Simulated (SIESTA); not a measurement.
Wanted: the native input for a SIESTA 5.4.2 run.

```yaml
Task: band structure
Functional: AM05
Potentials_or_basis: PseudoDojo 0.4 standard (PBEsol files)
Basis: DZP (energy shift 0.003 Ry; two zetas on semicore shells)
Grid_cutoff: 800 Ry
Energy_shift: 0.003 Ry
k_mesh: 8 × 8 × 7
Occupations: fermi-dirac, width 0.05 eV
Spin: no spin polarisation
```

NbTe:

```
Te Nb
1.0
     3.70297    0.00000    0.00000
    -1.85149    3.20687    0.00000
     0.00000    0.00000    3.69421
Te Nb
1 1
Direct
  0.66667 0.33333 0.00000
  0.00000 0.00000 0.50000
```

The cell comes from a database or a generator and needn't be the stable form of this composition.

The input as run:

NbTe.fdf

```
SystemName                      NbTe
SystemLabel                     NbTe
NumberOfSpecies                 2
NumberOfAtoms                   2
%block ChemicalSpeciesLabel
  1  52 Te
  2  41 Nb
%endblock ChemicalSpeciesLabel

LatticeConstant                 1.0 Ang
%block LatticeVectors
     3.7029743866     0.0000000000     0.0000000000
    -1.8514871933     3.2068698884     0.0000000000
     0.0000000000     0.0000000000     3.6942110000
%endblock LatticeVectors
AtomicCoordinatesFormat         Ang
%block AtomicCoordinatesAndAtomicSpecies
     1.8514871935     1.0689566294     0.0000000000  1
     0.0000000000     0.0000000000     1.8471055000  2
%endblock AtomicCoordinatesAndAtomicSpecies

%block kgrid.MonkhorstPack
    8   0   0  0.0
    0   8   0  0.0
    0   0   7  0.0
%endblock kgrid.MonkhorstPack
XC.Functional                   GGA
XC.Authors                      AM05
PAO.BasisSize                   DZP
PAO.EnergyShift                 0.003 Ry
Mesh.Cutoff                     800 Ry
OccupationFunction              FD
ElectronicTemperature           0.05 eV
MaxSCFIterations                120
SCF.MustConverge                false
SCF.Mixer.Method                Pulay
SCF.Mixer.Weight                0.25
SCF.Mixer.History               8
SCF.DM.Tolerance                5.0e-05
SCF.H.Tolerance                 1.0e-03 eV
WriteForces                     true
Charge.Mulliken                 end
BandLinesScale                  ReciprocalLatticeVectors
%block BandLines
    1    0.000000   0.000000   0.000000  \Gamma
   10    0.500000   0.000000   0.000000  M
    6    0.333333   0.333333   0.000000  K
   11    0.000000   0.000000   0.000000  \Gamma
    9    0.000000   0.000000   0.500000  A
   10    0.500000   0.000000   0.500000  L
    6    0.333333   0.333333   0.500000  H
   11    0.000000   0.000000   0.500000  A
    1    0.500000   0.000000   0.500000  L
    9    0.500000   0.000000   0.000000  M
    1    0.333333   0.333333   0.000000  K
    9    0.333333   0.333333   0.500000  H
%endblock BandLines
%block PAO.Basis
  Te 4
  n=5 0 2
    5.613 0.000
  n=5 1 2
    7.253 0.000
  n=4 2 2
    3.267 0.000
  n=5 2 1
    7.253
  Nb 5
  n=4 0 2
    3.366 0.000
  n=5 0 2
    9.150 0.000
  n=4 1 2
    3.905 0.000
  n=5 1 1
    9.150
  n=4 2 2
    7.312 0.000
%endblock PAO.Basis
```

Potentials or basis: PseudoDojo 0.4 standard (PBEsol files), DZP (energy shift 0.003 Ry; two zetas on semicore shells).

The run is started by

```bash
$ siesta NbTe.fdf > NbTe.out 2>&1
```

Results of the run:

The pressure is -3.2 GPa and the band gap on the k mesh is none (metal or under the smearing width).

Caveat: the potentials were made for another functional, which shifts forces and pressure; spin-orbit coupling is left out, which moves the levels of the heavy elements; the basis of atomic orbitals isn't converged, which shifts pressures, moduli and gaps.

It took 60 s on 1 thread of Arm Neoverse V2, with other jobs on the host, peak memory 0.36 GiB.
